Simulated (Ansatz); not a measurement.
# Ba3Sr: the cost of one run

Method: DFT r2SCAN, scalar-relativistic, plane waves, PAW, in Ansatz 0.2.0.

**1. Starting point**

Symmetry: Fm-3m, No. 225, cubic system. Conventional cell: a = 10.026 Å, b = 10.026 Å, c = 10.026 Å, α = 90.00°, β = 90.00°, γ = 90.00°. Ba (site symmetry -43m) is surrounded by 4 Ba at 4.34 Å and 4 Sr at 4.34 Å. Ba (site symmetry m-3m) is surrounded by 8 Ba at 4.34 Å. Sr (site symmetry m-3m) is surrounded by 8 Ba at 4.34 Å.

As a file:

```
CELL_PARAMETERS angstrom
0.00000 5.01282 5.01282
5.01282 0.00000 5.01282
5.01282 5.01282 0.00000
ATOMIC_POSITIONS crystal
Ba 0.25000 0.25000 0.25000
Ba 0.75000 0.75000 0.75000
Ba 0.50000 0.50000 0.50000
Sr 0.00000 0.00000 0.00000
```

The structure comes from the Materials Project (structure only).

**2. Functional and cell changed: r2SCAN**

What differs from the listed cell: strain xx, yy, zz, yz, xz, xy = +0.7, +0.7, +0.7, +0.0, +0.0, +0.0 %.

Contents of input.yaml:

```yaml
crystal:
  lattice:
    - [0.0, 5.0500663809, 5.0500663809]
    - [5.0500663809, 0.0, 5.0500663809]
    - [5.0500663809, 5.0500663809, 0.0]
  atoms:
    - { symbol: Ba, position: [0.25, 0.25, 0.25] }
    - { symbol: Ba, position: [0.75, 0.75, 0.75] }
    - { symbol: Ba, position: [0.5, 0.5, 0.5] }
    - { symbol: Sr, position: [0.0, 0.0, 0.0] }
basis:
  ecutwfc: 500
kpoints:
  mp_grid: { grid: [8, 8, 8] }
hamiltonian:
  xc: r2scan
scf:
  occupations: { method: gaussian, width: 0.1 }
output:
  forces: true
  stress: true
  eigenvalues: true
```

Started as:

```console
> ansatz run input.yaml --threads 1 --pin off --max-ram 1331MiB --backend cpu --events-out ev --progress --plain --runs-dir out
```

What time and memory should one allow on 1 thread of an x86-64 CPU, shared host?

About 59 s, with a peak of 1.1 GiB.
